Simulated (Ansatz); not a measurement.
Crystal: MgSi.

```
CELL_PARAMETERS angstrom
2.90839 0.00000 0.00000
0.00000 2.90839 0.00000
0.00000 0.00000 4.10343
ATOMIC_POSITIONS crystal
Si 0.50000 0.50000 0.50000
Mg 0.00000 0.00000 0.00000
```

The cell comes from a database or a generator and needn't be the stable form of this composition.

```yaml
Program: Ansatz 0.2.0
Task: relaxation of cell and atoms
Functional: revPBE
Potentials_or_basis: Ansatz PAW
Cutoff: "420 eV (not typed: the program's choice for these potentials)"
k_mesh: 9 × 9 × 7
Occupations: fermi-dirac, width 0.05 eV
Spin: no spin polarisation
```

At the start: volume 17.35 Å³/atom.

**Question.** Where does the relaxation end?

**Answer.** It ends after 5 steps and the volume is 17.93 Å³/atom (+3.3 %); space group P4/mmm (No. 123, to 0.05 Å).

Step by step:
```csv
step,energy change (eV),largest force (eV/Å),volume (Å³)
1,0.0000,0.0000,34.71
2,-0.0385,0.0000,35.49
3,-0.0391,0.0000,35.94
4,-0.0392,0.0000,35.87
5,-0.0394,0.0000,35.87
```

Final structure:
```
Si Mg
1.0
     3.01900    0.00000    0.00000
     0.00000    3.01900    0.00000
     0.00000    0.00000    3.93515
Si Mg
1 1
Direct
  0.50000 0.50000 0.50000
  0.00000 0.00000 0.00000
```

Caveat: the plane-wave basis is chosen anew once the cell has moved, so the energies of steps on either side of that aren't comparable; the PAW data sets come from PBE, with cores solved anew for the run's functional, which leaves a small shift of forces and pressure.
